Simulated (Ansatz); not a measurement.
# CH7AlO2Si: up Jacob's ladder to CCSD(T)

The task here is to estimate one member of a computed series from the others.

The runs use Ansatz 0.2.0, Gaussian basis; functionals in def2-TZVPP, the program's frozen cores in correlated methods.

The runs, in order: LDA (SPW92), PBE-D4, revPBE-D4, BLYP-D4, r2SCAN-D4, B97M-V, PBE0-D4, B3LYP-D4, r2SCANh-D4, r2SCAN0-D4, HSE06-D4, BHLYP-D4, CAM-B3LYP-D4, LC-ωPBE, ωB97X-V, ωB97M-V, B2PLYP, PBE-QIDH; CCSD(T)/def2-SVP; CCSD(T)/def2-TZVPP; MP2/def2-QZVPP; extrapolation to the limit; RPA on PBE.

### Structure used throughout

An earlier PBE0-D4 in a triple-zeta def2 set relaxation fixed the geometry.

SMILES `C[O][Al]([OH])[SiH3]`, 12 atoms, charge 0, spin multiplicity 1.

Atoms are counted from 1 here; the program's logs count them from 0.

Bond lengths: C1–O2 1.396 Å, C1–H6 1.098 Å, C1–H7 1.095 Å, C1–H8 1.095 Å, O2–Al3 1.686 Å, Al3–O4 1.691 Å, Al3–Si5 2.438 Å, O4–H9 0.956 Å, Si5–H10 1.490 Å, Si5–H11 1.491 Å, Si5–H12 1.490 Å. Angles: O2–C1–H6 112.6°, O2–C1–H7 110.2°, O2–C1–H8 110.2°, H6–C1–H7 107.9°, H6–C1–H8 107.9°, H7–C1–H8 107.9°, C1–O2–Al3 136.1°, O2–Al3–O4 118.8°, O2–Al3–Si5 122.9°, O4–Al3–Si5 118.4°, Al3–O4–H9 123.5°, Al3–Si5–H10 111.3°, Al3–Si5–H11 111.3°, Al3–Si5–H12 111.3°, H10–Si5–H11 107.6°, H10–Si5–H12 107.7°, H11–Si5–H12 107.5°.

Geometry (Å):

```xyz
12
charge 0, multiplicity 1
C    -0.5847   -1.9713    0.7823
O    -0.7149   -0.6242    1.1263
Al   -0.2268    0.8494    0.4685
O    -0.6365    2.2769    1.2775
Si    1.0466    1.0166   -1.6044
H    -0.0274   -2.1169   -0.1520
H    -0.0605   -2.5146    1.5756
H    -1.5730   -2.4268    0.6599
H    -1.1340    2.2975    2.0939
H     2.3550    1.6935   -1.3823
H     1.3287   -0.3308   -2.1765
H     0.3043    1.7954   -2.6349
```

Set-up of the first run:

The input, in.yaml:

```yaml
crystal:
  periodic: [false, false, false]
  atoms:
    - {symbol: C, position_ang: [-0.584682, -1.971260, 0.782350]}
    - {symbol: O, position_ang: [-0.714909, -0.624219, 1.126298]}
    - {symbol: Al, position_ang: [-0.226813, 0.849438, 0.468500]}
    - {symbol: O, position_ang: [-0.636505, 2.276937, 1.277497]}
    - {symbol: Si, position_ang: [1.046597, 1.016589, -1.604362]}
    - {symbol: H, position_ang: [-0.027386, -2.116865, -0.152002]}
    - {symbol: H, position_ang: [-0.060490, -2.514584, 1.575597]}
    - {symbol: H, position_ang: [-1.572953, -2.426775, 0.659914]}
    - {symbol: H, position_ang: [-1.133956, 2.297529, 2.093913]}
    - {symbol: H, position_ang: [2.355032, 1.693454, -1.382252]}
    - {symbol: H, position_ang: [1.328685, -0.330790, -2.176549]}
    - {symbol: H, position_ang: [0.304280, 1.795445, -2.634902]}
basis:
  gaussian: {orbitals: def2-TZVPP}
hamiltonian: {xc: lda}
output: {orbitals: {seedname: orbitals}}
```

Steps of the session up to this table: LDA; PBE-D4 (GGA); revPBE-D4 (GGA); BLYP-D4 (GGA); r2SCAN-D4 (meta-GGA); B97M-V (meta-GGA); PBE0-D4 (hybrid); B3LYP-D4 (hybrid); r2SCANh-D4 (hybrid); r2SCAN0-D4 (hybrid); HSE06-D4 (hybrid); BHLYP-D4 (hybrid); CAM-B3LYP-D4 (range-separated); LC-ωPBE (range-separated); ωB97X-V (range-separated); ωB97M-V (range-separated); B2PLYP (double hybrid); PBE-QIDH (double hybrid).

One of the session's tables, all rows but one given; the rest of the session is left out.

It belongs to the step «Orbital energies across the functionals». 

| functional | HOMO (eV) | gap (eV) |
| --- | --- | --- |
| LDA (SPW92) | -6.57 | 4.82 |
| PBE-D4 | -6.45 | 4.87 |
| revPBE-D4 | -6.39 | 4.90 |
| BLYP-D4 | -6.33 | 4.91 |
| r2SCAN-D4 | -6.72 | 5.37 |
| B97M-V | -6.82 | 5.25 |
| PBE0-D4 | -7.74 | 6.91 |
| B3LYP-D4 | -7.52 | 6.53 |
| r2SCANh-D4 | -7.21 | 6.12 |
| r2SCAN0-D4 | -7.91 | 7.21 |
| HSE06-D4 | -7.34 | 6.15 |
| BHLYP-D4 | -8.86 | 8.85 |
| CAM-B3LYP-D4 | -9.06 | 9.24 |
| LC-ωPBE | ? | ? |
| ωB97X-V | -10.04 | 11.16 |
| ωB97M-V | -9.84 | 10.69 |

**Question.** Estimate the row for LC-ωPBE.

As computed: HOMO (eV): -10.35; gap (eV): 11.59. In the column «HOMO (eV)» it is the lowest.
